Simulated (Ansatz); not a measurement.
# CuI: the cost of one run

Program: Ansatz 0.2.0. Level of theory: reference: DFT, HSE06, plane waves, PAW. These are calculated values, not measurements.

2 further runs of the same task are left out: 2 that didn't finish.

### Step 1. The structure to begin with

The structure is cubic, space group F-43m (No. 216). Conventional cell: a = 6.024 Å, b = 6.024 Å, c = 6.024 Å, α = 90.00°, β = 90.00°, γ = 90.00°. Around Cu (site symmetry -43m) lie 4 I at 2.61 Å. I (site symmetry -43m) is surrounded by 4 Cu at 2.61 Å.

As a file:

```
CELL_PARAMETERS angstrom
0.00000 3.01203 3.01203
3.01203 0.00000 3.01203
3.01203 3.01203 0.00000
ATOMIC_POSITIONS crystal
Cu 0.00000 0.00000 0.00000
I 0.25000 0.25000 0.25000
```

### Step 2. The reference run

File input.yaml:

```yaml
crystal:
  lattice:
    - [0.0, 3.0120291112, 3.0120291112]
    - [3.0120291112, 0.0, 3.0120291112]
    - [3.0120291112, 3.0120291112, 0.0]
  atoms:
    - { symbol: Cu, position: [0.0, 0.0, 0.0] }
    - { symbol: I, position: [0.25, 0.25, 0.25] }
kpoints:
  mp_grid: { grid: [4, 4, 4] }
hamiltonian:
  xc: hse06
scf:
  occupations: { method: fixed }
  n_extra_bands: 4
output:
  forces: true
  stress: true
  eigenvalues: true
```

Run with:

```sh
$ ansatz run input.yaml --threads 4 --pin off --max-ram 3686MiB --backend cpu --events-out ev --progress --plain --runs-dir out
```

Q: Estimate wall time and peak memory on 4 threads of Arm Neoverse N1, shared host.

About 13 s, with a peak of 0.85 GiB.
